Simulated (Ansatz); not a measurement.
# CH₉N₃Zr: a ladder of functionals and wavefunction methods

One table from this session's results is given with a row withheld; the runs are named, their logs left out.

Computed with Ansatz 0.2.0, Gaussian basis. Level: functionals in def2-TZVPP, the program's frozen cores in correlated methods.

Levels to be run: LDA (SPW92), PBE-D4, revPBE-D4, BLYP-D4, r2SCAN-D4, B97M-V, PBE0-D4, B3LYP-D4, r2SCANh-D4, r2SCAN0-D4, HSE06-D4, BHLYP-D4, CAM-B3LYP-D4, LC-ωPBE, ωB97X-V, ωB97M-V, B2PLYP, PBE-QIDH; CCSD(T)/def2-SVP; CCSD(T)/def2-TZVPP; MP2/def2-QZVPP; extrapolation to the limit; RPA on PBE.

## The geometry

An earlier PBE0-D4 in a triple-zeta def2 set relaxation fixed the geometry. Zr takes the def2 core potential; no spin-orbit term is included.

SMILES `[CH3][Zr]([NH2])([NH2])[NH2]`, 14 atoms, charge 0, spin multiplicity 1.

Atoms are counted from 1 here; the program's logs count them from 0.

Bond lengths: C1–Zr2 2.248 Å, C1–H6 1.097 Å, C1–H7 1.097 Å, C1–H8 1.097 Å, Zr2–N3 2.039 Å, Zr2–N4 2.039 Å, Zr2–N5 2.039 Å, N3–H9 1.012 Å, N3–H10 1.010 Å, N4–H11 1.012 Å, N4–H12 1.010 Å, N5–H13 1.012 Å, N5–H14 1.010 Å. Angles: Zr2–C1–H6 111.7°, Zr2–C1–H7 111.7°, Zr2–C1–H8 111.7°, H6–C1–H7 107.2°, H6–C1–H8 107.2°, H7–C1–H8 107.2°, C1–Zr2–N3 108.0°, C1–Zr2–N4 108.0°, C1–Zr2–N5 108.0°, N3–Zr2–N4 110.9°, N3–Zr2–N5 110.9°, N4–Zr2–N5 110.9°, Zr2–N3–H9 123.4°, Zr2–N3–H10 128.1°, H9–N3–H10 108.4°, Zr2–N4–H11 123.4°, Zr2–N4–H12 128.0°, H11–N4–H12 108.4° and more.

As a file:

```
C    -0.75663   -0.05420    1.83739
Zr    0.09919    0.00707   -0.24095
N    -0.71695    1.60323   -1.21297
N    -0.38676   -1.73893   -1.17582
N     2.12248    0.20866   -0.08510
H    -0.23073   -0.77858    2.47143
H    -1.81608   -0.33852    1.83145
H    -0.68621    0.92146    2.33382
H    -0.72475    2.54231   -0.83475
H    -1.21914    1.60822   -2.08959
H    -1.33012   -2.10354   -1.22169
H     0.23483   -2.40686   -1.60962
H     2.70067   -0.39307    0.48813
H     2.71022    0.92274   -0.49173
```

Set-up of the first run:

in.yaml

```yaml
crystal:
  periodic: [false, false, false]
  atoms:
    - {symbol: C, position_ang: [-0.756627, -0.054197, 1.837391]}
    - {symbol: Zr, position_ang: [0.099189, 0.007068, -0.240954]}
    - {symbol: N, position_ang: [-0.716952, 1.603233, -1.212971]}
    - {symbol: N, position_ang: [-0.386762, -1.738935, -1.175820]}
    - {symbol: N, position_ang: [2.122479, 0.208662, -0.085102]}
    - {symbol: H, position_ang: [-0.230730, -0.778576, 2.471431]}
    - {symbol: H, position_ang: [-1.816076, -0.338518, 1.831449]}
    - {symbol: H, position_ang: [-0.686209, 0.921458, 2.333824]}
    - {symbol: H, position_ang: [-0.724751, 2.542313, -0.834748]}
    - {symbol: H, position_ang: [-1.219144, 1.608221, -2.089591]}
    - {symbol: H, position_ang: [-1.330122, -2.103545, -1.221686]}
    - {symbol: H, position_ang: [0.234828, -2.406863, -1.609622]}
    - {symbol: H, position_ang: [2.700667, -0.393069, 0.488128]}
    - {symbol: H, position_ang: [2.710220, 0.922736, -0.491730]}
basis:
  gaussian: {orbitals: def2-TZVPP}
hamiltonian: {xc: lda}
output: {orbitals: {seedname: orbitals}}
```

The run is started by

```console
$ ansatz run in.yaml --threads 4 --pin off --events-out ev --progress --plain --max-ram 11315MiB
```

Among the steps run: LDA; PBE-D4 (GGA); revPBE-D4 (GGA); BLYP-D4 (GGA); r2SCAN-D4 (meta-GGA); B97M-V (meta-GGA); PBE0-D4 (hybrid); B3LYP-D4 (hybrid); r2SCANh-D4 (hybrid); r2SCAN0-D4 (hybrid); HSE06-D4 (hybrid); BHLYP-D4 (hybrid); CAM-B3LYP-D4 (range-separated); LC-ωPBE (range-separated); ωB97X-V (range-separated); ωB97M-V (range-separated); B2PLYP (double hybrid); PBE-QIDH (double hybrid).

One of the session's tables, all rows but one given; the rest of the session is left out.

It belongs to the step «Orbital energies across the functionals». 

```
  functional  HOMO (eV)  gap (eV)
 LDA (SPW92)          ?         ?
      PBE-D4      -5.38      4.42
   revPBE-D4      -5.32      4.45
     BLYP-D4      -5.26      4.40
   r2SCAN-D4      -5.65      4.94
      B97M-V      -5.74      5.02
     PBE0-D4      -6.71      6.63
    B3LYP-D4      -6.48      6.12
  r2SCANh-D4      -6.14      5.77
  r2SCAN0-D4      -6.90      7.03
    HSE06-D4      -6.30      5.89
    BHLYP-D4      -7.95      8.33
CAM-B3LYP-D4      -8.13      8.66
     LC-ωPBE      -9.55     11.13
     ωB97X-V      -9.17     10.58
     ωB97M-V      -9.07      9.96
```

Q: Estimate the row for LDA (SPW92) from the others.

As computed: HOMO (eV): -5.54; gap (eV): 4.35. In the column «HOMO (eV)» it lies between r2SCAN-D4 (-5.65) and PBE-D4 (-5.38).
